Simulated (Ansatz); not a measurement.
# CH₆O₂Si: how energies converge with the basis set

How large a basis does CH₆O₂Si need? Two functionals are run in growing sets.

The runs use Ansatz 0.2.0, Gaussian basis; one geometry, several basis sets.

The runs, in order: PBE0-D4/def2-SVP; ωB97M-V/def2-SVP; PBE0-D4/def2-QZVPP; ωB97M-V/def2-QZVPP; the functionals' def2-TZVPP values are taken from earlier runs.

### 1 The geometry

All runs share one geometry, relaxed beforehand with PBE0-D4 in a triple-zeta def2 set.

SMILES `C[SiH](O)O`, 10 atoms, charge 0, spin multiplicity 1.

Atoms are counted from 1 here; the program's logs count them from 0.

Bond lengths: C1–Si2 1.852 Å, C1–H5 1.093 Å, C1–H6 1.093 Å, C1–H7 1.092 Å, Si2–O3 1.647 Å, Si2–O4 1.647 Å, Si2–H8 1.484 Å, O3–H9 0.958 Å, O4–H10 0.958 Å. Angles: Si2–C1–H5 111.0°, Si2–C1–H6 110.6°, Si2–C1–H7 110.8°, H5–C1–H6 107.7°, H5–C1–H7 108.3°, H6–C1–H7 108.3°, C1–Si2–O3 105.2°, C1–Si2–O4 112.8°, C1–Si2–H8 113.0°, O3–Si2–O4 112.2°, O3–Si2–H8 110.8°, O4–Si2–H8 103.1°, Si2–O3–H9 117.2°, Si2–O4–H10 117.6°.

Geometry (Å):

```mol
CH6O2Si
  3D, bonds by distance, orders not assigned

 10  9  0  0  0  0  0  0  0  0999 V2000
   -1.2930    0.3478   -0.1464 C   0  0
    0.5175    0.1800    0.2068 Si  0  0
    0.6504   -1.1560    1.1608 O   0  0
    1.4250    0.0585   -1.1616 O   0  0
   -1.6811   -0.5498   -0.6356 H   0  0
   -1.8534    0.4891    0.7808 H   0  0
   -1.4844    1.2038   -0.7974 H   0  0
    1.0886    1.3699    0.8847 H   0  0
    1.5215   -1.3669    1.4998 H   0  0
    1.1921   -0.6276   -1.7889 H   0  0
  1  2  8  0
  2  3  8  0
  2  4  8  0
  1  5  8  0
  1  6  8  0
  1  7  8  0
  2  8  8  0
  3  9  8  0
  4 10  8  0
M  END
```

### 2 PBE0-D4 in def2-SVP

File in.yaml:

```yaml
crystal:
  periodic: [false, false, false]
  atoms:
    - {symbol: C, position_ang: [-1.293045, 0.347810, -0.146437]}
    - {symbol: Si, position_ang: [0.517513, 0.180008, 0.206826]}
    - {symbol: O, position_ang: [0.650426, -1.156001, 1.160823]}
    - {symbol: O, position_ang: [1.425043, 0.058513, -1.161614]}
    - {symbol: H, position_ang: [-1.681107, -0.549765, -0.635582]}
    - {symbol: H, position_ang: [-1.853443, 0.489093, 0.780777]}
    - {symbol: H, position_ang: [-1.484434, 1.203829, -0.797368]}
    - {symbol: H, position_ang: [1.088630, 1.369882, 0.884667]}
    - {symbol: H, position_ang: [1.521460, -1.366939, 1.499789]}
    - {symbol: H, position_ang: [1.192056, -0.627628, -1.788880]}
basis:
  gaussian: {orbitals: def2-SVP}
hamiltonian: {xc: pbe0, dispersion: d4}
output: {orbitals: {seedname: orbitals}}
```

Further steps of the session: ωB97M-V in def2-SVP; PBE0-D4 in def2-QZVPP; ωB97M-V in def2-QZVPP.

**Question.** What will the summary of the whole plan be? Wanted: PBE0-D4: double and triple zeta above quadruple; ωB97M-V: double and triple zeta above quadruple.

The runs gave:

| quantity | value |
| --- | --- |
| PBE0-D4: double and triple zeta above quadruple | 10.14, 0.60 eV |
| ωB97M-V: double and triple zeta above quadruple | 10.33, 0.56 eV |

For PBE0-D4 the step from double to triple zeta gains 9.54 eV and the next only 0.60 eV. These are total energies; as a rule much of such shifts cancels in differences, which this series doesn't test. The LUMO of ωB97M-V is positive and keeps falling with the basis (3.13 to 1.50 eV): an unbound level that the basis holds in place.
